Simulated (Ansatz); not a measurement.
# CH4FNOSi: the cost of one run

The runs use Ansatz 0.2.0, Gaussian basis; the settings change from run to run.

## (1) The molecule

The geometry comes from an earlier relaxation with PBE0-D4 in a triple-zeta def2 set; it is a stationary point, not always the lowest conformer.

SMILES `O/C(F)=N/[SiH3]`, 9 atoms, charge 0, spin multiplicity 1.

Atoms are counted from 1 here; the program's logs count them from 0.

Bond lengths: O1–C2 1.325 Å, O1–H6 0.965 Å, C2–F3 1.329 Å, C2–N4 1.240 Å, N4–Si5 1.727 Å, Si5–H7 1.484 Å, Si5–H8 1.484 Å, Si5–H9 1.487 Å. Angles: C2–O1–H6 106.5°, O1–C2–F3 107.4°, O1–C2–N4 126.6°, F3–C2–N4 126.0°, C2–N4–Si5 130.8°, N4–Si5–H7 107.8°, N4–Si5–H8 107.8°, N4–Si5–H9 113.6°, H7–Si5–H8 109.1°, H7–Si5–H9 109.2°, H8–Si5–H9 109.2°.

## (2) rPW86-PBE/6-31++G**

Set apart from the defaults: atoms shaken by 0.03 Å, D4 dispersion, high accuracy.

in.yaml

```yaml
crystal:
  periodic: [false, false, false]
  atoms:
    - {symbol: O, position_ang: [-1.722552, 1.395892, 1.066315]}
    - {symbol: C, position_ang: [-0.697559, 0.564870, 0.792234]}
    - {symbol: F, position_ang: [-0.238977, 0.120493, 1.981888]}
    - {symbol: N, position_ang: [-0.293945, 0.313565, -0.408460]}
    - {symbol: Si, position_ang: [0.987706, -0.822518, -0.748012]}
    - {symbol: H, position_ang: [-2.024178, 1.736935, 0.147350]}
    - {symbol: H, position_ang: [2.040558, -0.014204, -1.550940]}
    - {symbol: H, position_ang: [0.415318, -1.820448, -1.624684]}
    - {symbol: H, position_ang: [1.689218, -1.355240, 0.449533]}
basis:
  gaussian: {orbitals: "6-31++G**"}
hamiltonian: {xc: {name: rPW86-PBE}, dispersion: d4}
accuracy: high
```

On the command line:

```
> ansatz run in.yaml --threads 2 --pin off --events-out ev --progress --plain --max-ram 4352MiB
```

**Question.** How long does this run take on 2 threads of AMD EPYC 7B13, shared host, and how much memory does it need?

About 11 s, with a peak of 0.54 GiB.
